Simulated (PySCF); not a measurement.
# [Er(SH)2]+: other functionals and bases at one geometry

An exercise on one series of results from a longer session: the logs are not shown, and one member is left open.

The runs use PySCF 2.14.0; several levels, as the steps say, no spin–orbit coupling.

1 further run of the same task is left out (for a known fault of the program).

### The starting structure

5 atoms, charge 1, spin multiplicity 1.

Bond lengths: Er1–S2 2.454 Å, Er1–S4 2.454 Å, S2–H3 1.359 Å, S4–H5 1.359 Å. Angles: S2–Er1–S4 99.0°, Er1–S2–H3 96.6°, Er1–S4–H5 96.6°.

As a file:

```xyz
5
ErH2S2
Er    0.0000    0.0000   -0.7363
S     1.8637   -0.0908    0.8569
H     2.8518   -0.2277   -0.0664
S    -1.8637    0.0908    0.8569
H    -2.8518    0.2277   -0.0664
```

Formal oxidation states: Er +3. Each metal's 11 4f electrons lie in its core potential, so multiplicities, spins and levels count the valence alone. An earlier session relaxed this geometry at PBE0, Er lcecp-1-SVP with ECP57, S def2-SVP, H def2-SVP (singlet, point group C2).

At PBE0 on the finer grid: E = -835.121733 Eh, HOMO -12.19 eV, LUMO -7.64 eV, Mulliken charge on Er1 +1.08 e, largest force component 0.008 eV/Å. 

Levels to run: HF; revPBE; PBE0, TZVP. Hardware: 2 threads of Arm Neoverse V1, shared host.

Set-up of the first run:

Contents of run.py (the lines that set the calculation):

```python
mol = gto.M(atom='''
Er     0.00000     0.00000    -0.73635
S      1.86370    -0.09081     0.85685
H      2.85176    -0.22767    -0.06638
S     -1.86370     0.09081     0.85685
H     -2.85176     0.22767    -0.06638''',
    basis={'Er': 'lcecp-1-SVP', 'S': 'def2-SVP', 'H': 'def2-SVP'},
    ecp={'Er': 'lcecp-1-SVP'},
    charge=1, spin=0)
mf = scf.RHF(mol)
mf = mf.density_fit()  # fitting sets: Er AutoAux, S def2-universal-JKFIT, H def2-universal-JKFIT
mf.conv_tol = 1e-08; mf.max_cycle = 55
mf.kernel(dm0)  # dm0: the density of the relaxed state
```

Run with:

```sh
OMP_NUM_THREADS=2 python run.py
```

Among the steps run: HF; revPBE; PBE0, TZVP.

One of the session's tables, all rows but one given; the rest of the session is left out.

| level | HOMO (eV) | gap (eV) | charge on Er1 (e) | dipole (D) | largest force component (eV/Å) |
| --- | --- | --- | --- | --- | --- |
| PBE0 (relaxed here) | -12.19 | 4.55 | 1.08 | 7.28 | 0.01 |
| HF | -14.54 | 9.03 | 1.35 | 8.90 | 0.84 |
| revPBE | -11.07 | 2.84 | 0.99 | 6.60 | 0.41 |
| PBE0, TZVP | ? | ? | ? | ? | ? |

Q: Estimate the row for PBE0, TZVP from the others.

The run gave: HOMO (eV): -12.12; gap (eV): 4.57; charge on Er1 (e): 1.38; dipole (D): 6.92; largest force component (eV/Å): 0.19. In the column «HOMO (eV)» it lies between PBE0 (relaxed here) (-12.19) and revPBE (-11.07).

The dipole of a charged species depends on the origin, so these sizes hold for this origin alone.

In one basis the HOMO–LUMO gap runs from 2.84 eV (revPBE) to 9.03 eV (HF). The largest leftover force, 0.84 eV/Å with HF, stands at a geometry relaxed at another level. With 4f in the core, its levels are missing from HOMO and gap, and its count is fixed, so no charge can pass from the ligands into it. Total energies of different levels can't be compared.
